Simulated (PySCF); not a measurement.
# I4Mn ([MnI4]2-): the cost of one run

Programs: PySCF 2.14.0, with routines of our own; each step states its level. All values are computed. Atoms count from 0.

## 1. The system as given

5 atoms, charge -2, states of the metal's open shell are computed; geometry from: model geometry, bond lengths from ionic radii.

## 2. Ligand-field states: state-averaged CASSCF in water

What the job is given:

```
{"job": {"kind": "lf", "basis": {"metal": "x2c-TZVPall", "ligand": "x2c-SVPall"}, "nevpt": true, "solvent": "water"}, "charge": -2, "metal": "Mn", "open_shell": "d5"}
Mn     0.000000     0.000000     0.000000
I      1.599260     1.599260     1.599261
I     -1.599260    -1.599260     1.599261
I     -1.599260     1.599260    -1.599261
I      1.599260    -1.599260    -1.599261
```

With the program's defaults for keys left out, this is: state-averaged CASSCF of the metal d shell, SC-NEVPT2 on the averaged canonical orbitals, state-interaction spin-orbit coupling.

The run is started by

```
$ OMP_NUM_THREADS=1 python lf_run.py task.json out
```

The driver reads the jobs from task.json and runs them one after another.

Q: Estimate the wall time and peak memory of this first job on 1 thread of Arm Neoverse V2, shared host.

About 39 s, with a peak of 0.64 GiB.
